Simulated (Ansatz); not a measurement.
# C₃H₅F₃O: how energies converge with the basis set

One table from this session's results is given with a row withheld; the runs are named, their logs left out.

Computed with Ansatz 0.2.0, Gaussian basis. Level: one geometry, several basis sets.

The runs, in order: PBE0-D4/def2-SVP; ωB97M-V/def2-SVP; PBE0-D4/def2-QZVPP; ωB97M-V/def2-QZVPP; the functionals' def2-TZVPP values are taken from earlier runs.

**Structure used throughout**

The geometry comes from an earlier relaxation with PBE0-D4 in a triple-zeta def2 set; it is a stationary point, not always the lowest conformer.

SMILES `FCOCC(F)F`, 12 atoms, charge 0, spin multiplicity 1.

Atoms are counted from 1 here; the program's logs count them from 0.

Bond lengths: F1–C2 1.381 Å, C2–O3 1.372 Å, C2–H8 1.091 Å, C2–H9 1.094 Å, O3–C4 1.407 Å, C4–C5 1.510 Å, C4–H10 1.095 Å, C4–H11 1.093 Å, C5–F6 1.360 Å, C5–F7 1.352 Å, C5–H12 1.096 Å. Angles: F1–C2–O3 110.4°, F1–C2–H8 108.0°, F1–C2–H9 106.7°, O3–C2–H8 107.0°, O3–C2–H9 112.7°, H8–C2–H9 111.9°, C2–O3–C4 115.3°, O3–C4–C5 112.0°, O3–C4–H10 111.8°, O3–C4–H11 107.8°, C5–C4–H10 109.0°, C5–C4–H11 108.0°, H10–C4–H11 108.0°, C4–C5–F6 110.6°, C4–C5–F7 110.8°, C4–C5–H12 111.6°, F6–C5–F7 107.2°, F6–C5–H12 108.0° and more.

The first run:

in.yaml reads:

```yaml
crystal:
  periodic: [false, false, false]
  atoms:
    - {symbol: F, position_ang: [-0.146651, -2.395672, 0.928634]}
    - {symbol: C, position_ang: [0.223324, -1.115405, 1.292156]}
    - {symbol: O, position_ang: [0.908636, -0.506769, 0.271409]}
    - {symbol: C, position_ang: [0.123087, -0.101667, -0.823075]}
    - {symbol: C, position_ang: [-0.238055, 1.362787, -0.750464]}
    - {symbol: F, position_ang: [-0.957757, 1.624108, 0.373521]}
    - {symbol: F, position_ang: [0.873740, 2.130270, -0.700912]}
    - {symbol: H, position_ang: [0.908526, -1.189973, 2.137261]}
    - {symbol: H, position_ang: [-0.696508, -0.585671, 1.557954]}
    - {symbol: H, position_ang: [-0.795032, -0.692179, -0.905128]}
    - {symbol: H, position_ang: [0.708559, -0.260453, -1.731802]}
    - {symbol: H, position_ang: [-0.834970, 1.675425, -1.615453]}
basis:
  gaussian: {orbitals: def2-SVP}
hamiltonian: {xc: pbe0, dispersion: d4}
output: {orbitals: {seedname: orbitals}}
```

Launch:

```console
> ansatz run in.yaml --threads 4 --pin off --events-out ev --progress --plain --max-ram 11315MiB
```

Among the steps run: PBE0-D4 in def2-SVP; ωB97M-V in def2-SVP; PBE0-D4 in def2-QZVPP; ωB97M-V in def2-QZVPP.

One of the session's tables, all rows but one given; the rest of the session is left out.

It belongs to the step «Functionals by basis». 

| functional | basis | HOMO (eV) | LUMO (eV) |
| --- | --- | --- | --- |
| PBE0-D4 | def2-SVP | -8.51 | 1.74 |
| PBE0-D4 | def2-TZVPP | ? | ? |
| PBE0-D4 | def2-QZVPP | -8.71 | 0.67 |
| ωB97M-V | def2-SVP | -10.91 | 3.45 |
| ωB97M-V | def2-TZVPP | -11.08 | 2.71 |
| ωB97M-V | def2-QZVPP | -11.13 | 1.84 |

Estimate the missing values for PBE0-D4, def2-TZVPP.

The run gave: HOMO (eV): -8.66; LUMO (eV): 1.21. In the column «HOMO (eV)» it lies between PBE0-D4, def2-QZVPP (-8.71) and PBE0-D4, def2-SVP (-8.51).
